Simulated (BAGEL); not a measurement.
# CH6ClNSi (SMILES CN[SiH2]Cl): HF/3-21G (density fitting with qzvpp-jkfit)

Aim: the energy change on altering one bond length of CH6ClNSi at HF/3-21G (density fitting with qzvpp-jkfit), from 2 runs. 

Program for the calculation: BAGEL 1.2.2.

**1. Starting point**

CH6ClNSi: 10 atoms, total charge 0, spin state singlet. As SMILES, `CN[SiH2]Cl`. Geometry: relaxed at PBE0-D4/def2-TZVP. This is one conformer, not always the lowest.

Bond lengths: C1–N2 1.450 Å, N2–Si3 1.697 Å, Si3–Cl4 2.075 Å, C1–H5 1.096 Å, C1–H6 1.093 Å, C1–H7 1.093 Å, N2–H8 1.008 Å, Si3–H9 1.479 Å, Si3–H10 1.479 Å. Some angles: C1–N2–Si3 123.8°, N2–Si3–Cl4 114.8°, C1–N2–H8 113.6°, Si3–N2–H8 117.7°, N2–C1–H5 113.1°, N2–C1–H6 110.8°, N2–C1–H7 109.4°, N2–Si3–H9 108.1°, N2–Si3–H10 108.8°, Cl4–Si3–H9 106.5°.

**2. A single-point energy at HF/3-21G (density fitting with qzvpp-jkfit)**

input.json reads:

```json
{ "bagel": [

{
  "title": "molecule",
  "basis": "3-21g",
  "df_basis": "qzvpp-jkfit",
  "angstrom": "true",
  "geometry": [
    { "atom": "C", "xyz": [      -0.242300,       1.264400,       0.564800 ] },
    { "atom": "N", "xyz": [      -0.436700,       0.246400,      -0.448800 ] },
    { "atom": "Si", "xyz": [       0.477700,      -1.180400,      -0.542000 ] },
    { "atom": "Cl", "xyz": [       0.138000,      -2.533300,       0.993900 ] },
    { "atom": "H", "xyz": [      -0.833400,       1.088300,       1.470800 ] },
    { "atom": "H", "xyz": [      -0.494100,       2.254000,       0.174500 ] },
    { "atom": "H", "xyz": [       0.810100,       1.289000,       0.857400 ] },
    { "atom": "H", "xyz": [      -1.369300,       0.230400,      -0.831400 ] },
    { "atom": "H", "xyz": [       0.120300,      -1.874000,      -1.798300 ] },
    { "atom": "H", "xyz": [       1.912700,      -0.835900,      -0.438000 ] }
  ]
},

{
  "title": "hf"
},

{
  "title": "print",
  "file": "orbitals.molden",
  "orbitals": "true"
}

]}
```

On the command line:

```
$ BAGEL_NUM_THREADS=1 BAGEL input.json > input.out
```

Log:

```text
* using 1 threads per process

  ===============================================================
  ===============================================================

  *** Geometry ***

  { "atom" : "C", "xyz" : [     -0.457881,      2.389370,      1.067317 ] },
  { "atom" : "N", "xyz" : [     -0.825243,      0.465629,     -0.848109 ] },
  { "atom" : "Si", "xyz" : [      0.902722,     -2.230633,     -1.024232 ] },
  { "atom" : "Cl", "xyz" : [      0.260782,     -4.787243,      1.878199 ] },
  { "atom" : "H", "xyz" : [     -1.574898,      2.056589,      2.779409 ] },
  { "atom" : "H", "xyz" : [     -0.933714,      4.259443,      0.329757 ] },
  { "atom" : "H", "xyz" : [      1.530867,      2.435857,      1.620251 ] },
  { "atom" : "H", "xyz" : [     -2.587602,      0.435393,     -1.571118 ] },
  { "atom" : "H", "xyz" : [      0.227334,     -3.541347,     -3.398294 ] },
  { "atom" : "H", "xyz" : [      3.614479,     -1.579622,     -0.827700 ] },

  Number of auxiliary basis functions:      516

  Since a DF basis is specified, we compute 2- and 3-index integrals:
    o Being stored without compression. Storage requirement is 0.013 GB

  Number of basis functions:       56
  Number of electrons      :       50

    * METHOD: MOLECULE                             0.16

  *** RHF ***

  === Nuclear Repulsion ===
   218.5267219920

      * DIIS with orbital gradients will be used.

  === RHF iteration (3-21g) ===
      0       -839.94214309          0.01756896           0.04
      1       -840.01817176          0.00813882           0.04
      2       -840.03440728          0.00150114           0.04
      3       -840.03504311          0.00024421           0.03
      4       -840.03508036          0.00005218           0.04
      5       -840.03508271          0.00001367           0.03
      6       -840.03508291          0.00000419           0.03
      7       -840.03508293          0.00000118           0.04
      8       -840.03508293          0.00000031           0.04
      9       -840.03508293          0.00000011           0.03
     10       -840.03508293          0.00000005           0.04
     11       -840.03508293          0.00000001           0.03
    * SCF iteration converged.

    * Permanent dipole moment:
           (    0.230359,    -1.104073,     0.594621) a.u.

    * METHOD: HF                                   0.54

    * METHOD: PRINT                                0.00

  ===============================================================
```

It took 0.87 s on 1 thread of Intel Xeon 6975P-C (Granite Rapids), shared host.

**3. The distorted shape, same level**

calc.json reads:

```json
{ "bagel" : [

{
  "title" : "molecule",
  "basis" : "3-21g",
  "df_basis" : "qzvpp-jkfit",
  "angstrom" : true,
  "geometry" : [
    { "atom" : "C", "xyz" : [   -0.072446,    1.940867,   -0.203169 ] },
    { "atom" : "N", "xyz" : [   -0.266846,    0.922867,   -1.216769 ] },
    { "atom" : "Si", "xyz" : [    0.647554,   -0.503933,   -1.309969 ] },
    { "atom" : "Cl", "xyz" : [    0.138000,   -2.533300,    0.993900 ] },
    { "atom" : "H", "xyz" : [   -0.663546,    1.764767,    0.702831 ] },
    { "atom" : "H", "xyz" : [   -0.324246,    2.930467,   -0.593469 ] },
    { "atom" : "H", "xyz" : [    0.979954,    1.965467,    0.089431 ] },
    { "atom" : "H", "xyz" : [   -1.199446,    0.906867,   -1.599369 ] },
    { "atom" : "H", "xyz" : [    0.290154,   -1.197533,   -2.566269 ] },
    { "atom" : "H", "xyz" : [    2.082554,   -0.159433,   -1.205969 ] }
  ]
},
{
  "title" : "hf"
},
{
  "title" : "print",
  "file" : "orbitals.molden",
  "orbitals" : true
}

]}
```

On the command line:

```
$ BAGEL_NUM_THREADS=1 BAGEL calc.json > calc.out
```

Log:

```text
* using 1 threads per process

  ===============================================================
  ===============================================================

  *** Geometry ***

  { "atom" : "C", "xyz" : [     -0.136903,      3.667707,     -0.383934 ] },
  { "atom" : "N", "xyz" : [     -0.504266,      1.743966,     -2.299360 ] },
  { "atom" : "Si", "xyz" : [      1.223700,     -0.952295,     -2.475483 ] },
  { "atom" : "Cl", "xyz" : [      0.260782,     -4.787243,      1.878199 ] },
  { "atom" : "H", "xyz" : [     -1.253920,      3.334926,      1.328158 ] },
  { "atom" : "H", "xyz" : [     -0.612736,      5.537780,     -1.121494 ] },
  { "atom" : "H", "xyz" : [      1.851845,      3.714194,      0.169000 ] },
  { "atom" : "H", "xyz" : [     -2.266624,      1.713730,     -3.022369 ] },
  { "atom" : "H", "xyz" : [      0.548312,     -2.263009,     -4.849546 ] },
  { "atom" : "H", "xyz" : [      3.935457,     -0.301285,     -2.278951 ] },

  Number of auxiliary basis functions:      516

  Since a DF basis is specified, we compute 2- and 3-index integrals:
    o Being stored without compression. Storage requirement is 0.013 GB

  Number of basis functions:       56
  Number of electrons      :       50

    * METHOD: MOLECULE                             0.18

  *** RHF ***

  === Nuclear Repulsion ===
   188.3707142656

      * DIIS with orbital gradients will be used.

  === RHF iteration (3-21g) ===
      0       -839.83769199          0.01767836           0.04
      1       -839.94527581          0.00856660           0.03
      2       -839.97005601          0.00172379           0.03
      3       -839.97104836          0.00039998           0.04
      4       -839.97117441          0.00012853           0.03
      5       -839.97119688          0.00003326           0.04
      6       -839.97119869          0.00001101           0.05
      7       -839.97119881          0.00000331           0.04
      8       -839.97119882          0.00000103           0.04
      9       -839.97119882          0.00000044           0.03
     10       -839.97119882          0.00000017           0.03
     11       -839.97119882          0.00000006           0.04
     12       -839.97119882          0.00000002           0.03
     13       -839.97119882          0.00000001           0.04
    * SCF iteration converged.

    * Permanent dipole moment:
           (   -0.009501,    -2.726550,     2.082516) a.u.

    * METHOD: HF                                   0.63

    * METHOD: PRINT                                0.00

  ===============================================================
```

It took 0.97 s on 1 thread of Intel Xeon 6975P-C (Granite Rapids), shared host.

**4. Outcome**

At HF/3-21G (density fitting with qzvpp-jkfit):

| quantity | value |
| --- | --- |
| first shape: total energy | -840.03508 Eh |
| first shape: dipole moment | 3.24 D |
| first shape: HOMO energy | -10.61 eV |
| first shape: LUMO energy | 4.57 eV |
| first shape: HOMO–LUMO gap | 15.18 eV |
| distorted shape: total energy | -839.97120 Eh |
| distorted shape: dipole moment | 8.72 D |
| distorted shape: HOMO energy | -9.68 eV |
| distorted shape: LUMO energy | 0.10 eV |
| distorted shape: HOMO–LUMO gap | 9.78 eV |
| energy change with the Si3–Cl4 bond stretched from 2.075 to 3.112 Å | 1.738 eV |

**Reading.** One bond (distorted shape) is far stretched, which a spin-restricted single reference describes badly; a broken-symmetry solution may lie lower. With the Si3–Cl4 bond stretched from 2.075 to 3.112 Å the energy rises by 1.74 eV (40 kcal/mol). The first shape isn't relaxed at this level, so the change isn't measured from a minimum. A restricted reference can't describe the breaking bond well at this length.
